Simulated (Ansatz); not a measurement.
# In5Bi7Te5Se7: the cost of one run

Program: Ansatz 0.2.0. Level of theory: DFT PBE, scalar-relativistic, plane waves, PAW. These are calculated values, not measurements.

## (1) The structure to begin with

The cell holds 24 atoms (Bi7In5Se7Te5): a = 7.323 Å, b = 7.323 Å, c = 8.968 Å, α = 90.00°, β = 90.00°, γ = 120.00°.

The sites of an ideal rock salt lattice, at a guessed lattice constant, take 7 Bi, 5 In; 7 Se, 5 Te (sublattices apart by semicolons), with a shake of 0.02 Å. Warren-Cowley parameters of the first shell (negative: unlike neighbours preferred): Bi-In -0.26. In a cell this small the draw can fall short of the order aimed at.

The coordinates stand in the first input below.

## (2) Relaxation without symmetry, coarse mesh

Cell and atoms move without symmetry, on a coarse mesh with loose thresholds.

input.yaml

```yaml
crystal:
  lattice:
    - [-5.1778, -5.1778, 0.0]
    - [0.0, 5.1778, 5.1778]
    - [-5.1778, 5.1778, -5.1778]
  atoms:
    - { symbol: Se, position: [0.6716217717, 0.3356552434, 0.8388399137] }
    - { symbol: Se, position: [0.0012917324, 0.501360219, 0.502214608] }
    - { symbol: Se, position: [0.3261095507, 0.661109328, 0.1686051029] }
    - { symbol: Se, position: [0.8304638377, 0.6637577948, 0.1631976456] }
    - { symbol: Se, position: [0.4937396469, 0.9895715791, 0.5029224212] }
    - { symbol: Se, position: [0.9986127093, 0.9992858374, 0.4948733387] }
    - { symbol: Se, position: [0.8392572889, 0.1711381889, 0.1638302668] }
    - { symbol: In, position: [0.5007725272, 0.996778228, 0.0021575403] }
    - { symbol: In, position: [0.6663044713, 0.3309389031, 0.3332008887] }
    - { symbol: In, position: [0.1669398407, 0.335629466, 0.3356938506] }
    - { symbol: In, position: [0.8309001633, 0.6672721162, 0.6678564712] }
    - { symbol: In, position: [0.329628747, 0.6697777288, 0.6645888233] }
    - { symbol: Te, position: [0.1670860537, 0.3338563021, 0.8328111603] }
    - { symbol: Te, position: [0.4977869694, 0.5007519969, 0.496289291] }
    - { symbol: Te, position: [0.1667946983, 0.8353053616, 0.8319235401] }
    - { symbol: Te, position: [0.6631970021, 0.8336811186, 0.835327401] }
    - { symbol: Te, position: [0.3331805473, 0.1652807381, 0.1685740241] }
    - { symbol: Bi, position: [0.0001987603, 0.0023150466, 0.0008203597] }
    - { symbol: Bi, position: [0.8328396383, 0.1662153308, 0.6649971109] }
    - { symbol: Bi, position: [0.3365256697, 0.1704492651, 0.6643251831] }
    - { symbol: Bi, position: [0.4988794965, 0.4984667467, 0.0036165476] }
    - { symbol: Bi, position: [0.0038627701, 0.5018860678, 0.9995250209] }
    - { symbol: Bi, position: [0.6653082392, 0.8309323645, 0.3329638648] }
    - { symbol: Bi, position: [0.1647599797, 0.8376417281, 0.3372996002] }
  symmetry: { detect: false }
basis:
  ecutwfc: 420
kpoints:
  mp_grid: { grid: [2, 2, 2], shift: [0.5, 0.5, 0.5] }
hamiltonian:
  xc: pbe
scf:
  occupations: { method: gaussian, width: 0.1 }
  lower_state_search: "off"
output:
  forces: true
  stress: true
  eigenvalues: true
relax:
  adjacent_minimum: "off"
  f_tol: 0.04
  max_steps: 50
  cell: { stress_tol: 0.3 }
```

On the command line:

```
> ansatz run input.yaml --threads 4 --pin off --max-ram 9216MiB --backend cpu --events-out ev --progress --plain --runs-dir out
```

**Question.** How long does this run take on 4 threads of Intel Xeon 6975P-C (Granite Rapids), shared host, and how much memory does it need?

About 3.1 min, with a peak of 3.1 GiB.
